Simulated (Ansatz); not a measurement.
# CH₆BNOSi: up Jacob's ladder to CCSD(T)

One table from this session's results is given with a row withheld; the runs are named, their logs left out.

Method: functionals in def2-TZVPP, the program's frozen cores in correlated methods; program: Ansatz 0.2.0, Gaussian basis.

Levels to be run: PBE-D4, r2SCAN-D4, PBE0-D4, B3LYP-D4, ωB97X-V, ωB97M-V, B2PLYP; CCSD(T)/def2-TZVPP; MP2/def2-QZVPP; extrapolation to the limit.

## Structure used throughout

An earlier PBE0-D4 in a triple-zeta def2 set relaxation fixed the geometry.

SMILES `C[SiH]1NB1O`, 11 atoms, charge 0, spin multiplicity 1.

Atoms are counted from 1 here; the program's logs count them from 0.

Bond lengths: C1–Si2 1.867 Å, C1–H6 1.091 Å, C1–H7 1.094 Å, C1–H8 1.093 Å, Si2–N3 1.759 Å, Si2–B4 1.922 Å, Si2–H9 1.491 Å, N3–B4 1.398 Å, N3–H10 1.009 Å, B4–O5 1.353 Å, O5–H11 0.962 Å. Angles: Si2–C1–H6 111.1°, Si2–C1–H7 110.0°, Si2–C1–H8 111.0°, H6–C1–H7 108.3°, H6–C1–H8 108.8°, H7–C1–H8 107.5°, C1–Si2–N3 117.5°, C1–Si2–B4 127.5°, C1–Si2–H9 108.7°, N3–Si2–B4 44.4°, N3–Si2–H9 114.6°, B4–Si2–H9 123.7°, Si2–N3–B4 74.0°, Si2–N3–H10 146.2°, B4–N3–H10 139.8°, Si2–B4–N3 61.6°, Si2–B4–O5 160.0°, N3–B4–O5 138.4° and more.

Set-up of the first run:

The input, in.yaml:

```yaml
crystal:
  periodic: [false, false, false]
  atoms:
    - {symbol: C, position_ang: [-1.618409, 0.317563, 1.011231]}
    - {symbol: Si, position_ang: [-0.099685, 0.749915, 0.015863]}
    - {symbol: N, position_ang: [1.287574, -0.324819, 0.140642]}
    - {symbol: B, position_ang: [0.869833, -0.388573, -1.191597]}
    - {symbol: O, position_ang: [1.226504, -1.019468, -2.334173]}
    - {symbol: H, position_ang: [-1.863080, -0.741638, 0.915315]}
    - {symbol: H, position_ang: [-2.474444, 0.900493, 0.659367]}
    - {symbol: H, position_ang: [-1.473779, 0.551293, 2.069592]}
    - {symbol: H, position_ang: [0.213492, 2.192602, 0.224275]}
    - {symbol: H, position_ang: [2.008619, -0.696922, 0.740778]}
    - {symbol: H, position_ang: [1.988677, -1.597346, -2.230595]}
basis:
  gaussian: {orbitals: def2-TZVPP}
hamiltonian: {xc: pbe, dispersion: d4}
output: {forces: true, orbitals: {seedname: orbitals}}
```

On the command line:

```bash
> ansatz run in.yaml --threads 4 --pin off --events-out ev --progress --plain --max-ram 10444MiB
```

Steps of the session up to this table: PBE-D4 (GGA); r2SCAN-D4 (meta-GGA); PBE0-D4 (hybrid); B3LYP-D4 (hybrid); ωB97X-V (range-separated); ωB97M-V (range-separated); B2PLYP (double hybrid); CCSD(T) in def2-TZVPP; MP2 in def2-QZVPP.

One table of the session follows, with a row left open; its other results are not shown here.

It belongs to the step «Atomisation energies». 

| method | atomisation energy (kcal/mol) |
| --- | --- |
| PBE-D4 | 1030.7 |
| r2SCAN-D4 | 1012.4 |
| PBE0-D4 | 1011.0 |
| B3LYP-D4 | 1009.7 |
| ωB97X-V | ? |
| ωB97M-V | 1013.8 |
| B2PLYP | 998.9 |
| HF/def2-TZVPP | 725.3 |
| MP2/def2-TZVPP | 997.9 |
| CCSD/def2-TZVPP | 962.2 |
| CCSD(T)/def2-TZVPP | 978.0 |
| MP2/CBS | 1026.2 |
| CCSD(T)/CBS | 1006.3 |

Estimate the missing values for ωB97X-V.

The run gave: atomisation energy (kcal/mol): 1012.1. In the column «atomisation energy (kcal/mol)» it lies between PBE0-D4 (1011.0) and r2SCAN-D4 (1012.4).
